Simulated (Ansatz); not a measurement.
**C₇H₁₆O: basis-set convergence**

The task here is to estimate one member of a computed series from the others.

The runs use Ansatz 0.2.0, Gaussian basis; one geometry, several basis sets.

Levels to be run: PBE0-D4/def2-SVP; ωB97M-V/def2-SVP; PBE0-D4/def2-QZVPP; ωB97M-V/def2-QZVPP; the functionals' def2-TZVPP values are taken from earlier runs.

### The relaxed structure

The geometry comes from an earlier relaxation with PBE0-D4 in a triple-zeta def2 set; it is a stationary point, not always the lowest conformer.

SMILES `CCCC(O)CCC`, 24 atoms, charge 0, spin multiplicity 1.

Atoms are counted from 1 here; the program's logs count them from 0.

Bond lengths: C1–C2 1.519 Å, C1–H9 1.094 Å, C1–H10 1.093 Å, C1–H11 1.092 Å, C2–C3 1.521 Å, C2–H12 1.097 Å, C2–H13 1.095 Å, C3–C4 1.525 Å, C3–H14 1.095 Å, C3–H15 1.097 Å, C4–O5 1.420 Å, C4–C6 1.522 Å, C4–H16 1.096 Å, O5–H17 0.961 Å, C6–C7 1.519 Å, C6–H18 1.097 Å, C6–H19 1.098 Å, C7–C8 1.518 Å and more. Angles: C2–C1–H9 111.0°, C2–C1–H10 111.0°, C2–C1–H11 111.6°, H9–C1–H10 107.5°, H9–C1–H11 107.7°, H10–C1–H11 107.8°, C1–C2–C3 112.3°, C1–C2–H12 108.8°, C1–C2–H13 109.3°, C3–C2–H12 109.8°, C3–C2–H13 110.1°, H12–C2–H13 106.4°, C2–C3–C4 115.5°, C2–C3–H14 109.1°, C2–C3–H15 109.2°, C4–C3–H14 107.7°, C4–C3–H15 108.5°, H14–C3–H15 106.6° and more.

The first run:

File in.yaml:

```yaml
crystal:
  periodic: [false, false, false]
  atoms:
    - {symbol: C, position_ang: [-0.858912, -2.900368, 1.835860]}
    - {symbol: C, position_ang: [-0.227840, -1.891467, 0.891244]}
    - {symbol: C, position_ang: [-0.059082, -0.524223, 1.536432]}
    - {symbol: C, position_ang: [0.636946, 0.525187, 0.676302]}
    - {symbol: O, position_ang: [1.991566, 0.180542, 0.425086]}
    - {symbol: C, position_ang: [-0.103442, 0.841031, -0.615142]}
    - {symbol: C, position_ang: [0.461698, 2.041591, -1.355176]}
    - {symbol: C, position_ang: [-0.243810, 2.307754, -2.673109]}
    - {symbol: H, position_ang: [-1.850009, -2.568725, 2.157904]}
    - {symbol: H, position_ang: [-0.248947, -3.032174, 2.733687]}
    - {symbol: H, position_ang: [-0.972856, -3.878508, 1.363142]}
    - {symbol: H, position_ang: [0.748806, -2.272900, 0.569108]}
    - {symbol: H, position_ang: [-0.840946, -1.807947, -0.011884]}
    - {symbol: H, position_ang: [0.518373, -0.633684, 2.460775]}
    - {symbol: H, position_ang: [-1.043686, -0.138473, 1.826814]}
    - {symbol: H, position_ang: [0.702597, 1.446746, 1.265664]}
    - {symbol: H, position_ang: [1.999133, -0.598961, -0.137617]}
    - {symbol: H, position_ang: [-1.162437, 1.011695, -0.385704]}
    - {symbol: H, position_ang: [-0.074212, -0.038502, -1.272152]}
    - {symbol: H, position_ang: [0.386124, 2.925155, -0.710763]}
    - {symbol: H, position_ang: [1.530352, 1.882490, -1.525739]}
    - {symbol: H, position_ang: [0.174738, 3.178058, -3.183710]}
    - {symbol: H, position_ang: [-0.152821, 1.452331, -3.348949]}
    - {symbol: H, position_ang: [-1.311334, 2.493342, -2.522082]}
basis:
  gaussian: {orbitals: def2-SVP}
hamiltonian: {xc: pbe0, dispersion: d4}
output: {orbitals: {seedname: orbitals}}
```

Launch:

```console
ansatz run in.yaml --threads 4 --pin off --events-out ev --progress --plain --max-ram 66560MiB --backend cpu
```

Steps of the session up to this table: PBE0-D4 in def2-SVP; ωB97M-V in def2-SVP; PBE0-D4 in def2-QZVPP; ωB97M-V in def2-QZVPP.

One table of the session follows, with a row left open; its other results are not shown here.

It belongs to the step «Functionals by basis». 

```
functional       basis  HOMO (eV)  LUMO (eV)
   PBE0-D4    def2-SVP      -7.50       1.61
   PBE0-D4  def2-TZVPP      -7.65       0.99
   PBE0-D4  def2-QZVPP      -7.69       0.60
   ωB97M-V    def2-SVP      -9.92       3.27
   ωB97M-V  def2-TZVPP          ?          ?
   ωB97M-V  def2-QZVPP     -10.10       1.77
```

**Question.** Estimate the row for ωB97M-V, def2-TZVPP.

The run gave: HOMO (eV): -10.07; LUMO (eV): 2.42. In the column «HOMO (eV)» it lies between ωB97M-V, def2-QZVPP (-10.10) and ωB97M-V, def2-SVP (-9.92).
